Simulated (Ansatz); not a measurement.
# InAg3: stress in a strained cell

Aim: deform InAg3 (equal xy, yz and zx engineering shear strains of +2 %) and compute stress, forces and field gradients with LAPW, PAW and all-electron datasets made for the crystal.

Computed with Ansatz 0.2.0 (DFT PBEsol, scalar-relativistic, unless a step's input says otherwise).

## Step 1: The structure to begin with

The structure is cubic, space group Pm-3m (No. 221). The conventional cell has a = 4.144 Å, b = 4.144 Å, c = 4.144 Å, α = 90.00°, β = 90.00°, γ = 90.00°. In (site symmetry m-3m) is surrounded by 12 Ag at 2.93 Å. Ag (site symmetry 4/mmm) is surrounded by 4 In at 2.93 Å and 8 Ag at 2.93 Å.

Structure file:

```
CELL_PARAMETERS angstrom
4.14400 0.00000 0.00000
0.00000 4.14400 0.00000
0.00000 0.00000 4.14400
ATOMIC_POSITIONS crystal
In 0.00000 0.00000 0.00000
Ag 0.00000 0.50000 0.50000
Ag 0.50000 0.00000 0.50000
Ag 0.50000 0.50000 0.00000
```

Atoms are numbered in the order of the input: In1, Ag2, Ag3, Ag4.

## Step 2: The deformed structure

Space group Pm-3m before, R-3m after.

## Step 3: LAPW, all electrons

File input.yaml:

```yaml
crystal:
  lattice:
    - [4.144, 0.04144, 0.04144]
    - [0.04144, 4.144, 0.04144]
    - [0.04144, 0.04144, 4.144]
  atoms:
    - { symbol: In, position: [0.0, 0.0, 0.0] }
    - { symbol: Ag, position: [0.0, 0.5, 0.5] }
    - { symbol: Ag, position: [0.5, 0.0, 0.5] }
    - { symbol: Ag, position: [0.5, 0.5, 0.0] }
kpoints:
  mp_grid: { grid: [9, 9, 9] }
  band_path:
    path:
      - [0.0, 0.0, 0.0]
      - [0.5, 0.5, 0.5]
      - [0.5193194925, 0.4806805075, 0.5]
      - [0.5, -0.4806805075, 0.4806805075]
      - [0.5, 0.0, 0.0]
      - [0.0, 0.0, 0.0]
      - [0.4903402537, -0.4903402537, 0.0]
      - [0.5096597463, 0.0, 0.4903402537]
      - [0.5, 0.0, 0.5]
    npoints: 5
scf:
  occupations: { method: fermi_dirac, width: 0.05 }
hamiltonian:
  xc: pbesol
  pseudopotentials: { kind: all_electron, lapw: { basis_error: 0.0005 } }
output:
  forces: true
  stress: true
  eigenvalues: true
```

Started as:

```sh
$ ansatz run input.yaml --threads 1 --pin off --max-ram 4096MiB --backend cpu --events-out ev --progress --plain --runs-dir out
```

## Step 4: PAW on the default files

File input.yaml:

```yaml
crystal:
  lattice:
    - [4.144, 0.04144, 0.04144]
    - [0.04144, 4.144, 0.04144]
    - [0.04144, 0.04144, 4.144]
  atoms:
    - { symbol: In, position: [0.0, 0.0, 0.0] }
    - { symbol: Ag, position: [0.0, 0.5, 0.5] }
    - { symbol: Ag, position: [0.5, 0.0, 0.5] }
    - { symbol: Ag, position: [0.5, 0.5, 0.0] }
kpoints:
  mp_grid: { grid: [9, 9, 9] }
scf:
  occupations: { method: fermi_dirac, width: 0.05 }
hamiltonian:
  xc: pbesol
  pseudopotentials: { kind: paw }
output:
  forces: true
  stress: true
  eigenvalues: true
  efg: { contact_densities: true }
```

## Step 5: All-electron PAW on datasets made for the crystal

input.yaml: that of step 4 with these lines changed.

```diff
@@ -16,3 +16,3 @@
   xc: pbesol
-  pseudopotentials: { kind: paw }
+  pseudopotentials: { kind: all_electron, datasets: crystal }
 output:
```

(Steps that only read results are left out.)

Q: Predict the outcome of this session. Wanted: pressure; largest shear or deviatoric stress.

The runs gave:

| quantity | value |
| --- | --- |
| pressure | LAPW -0.15, PAW -0.14, crystal datasets -0.15 GPa |
| largest shear or deviatoric stress (LAPW) | 0.56 GPa |

**Reading.** The largest part of the stress beyond the pressure is 0.56 GPa in size; the atoms are carried along and not relaxed. No run of the undeformed cell stands beside it, so pressure and stress hold what the given cell had before the change, as far as its symmetry allows. PAW: stress within 0.02 GPa of LAPW. Crystal datasets: stress within 0.01 GPa of LAPW.
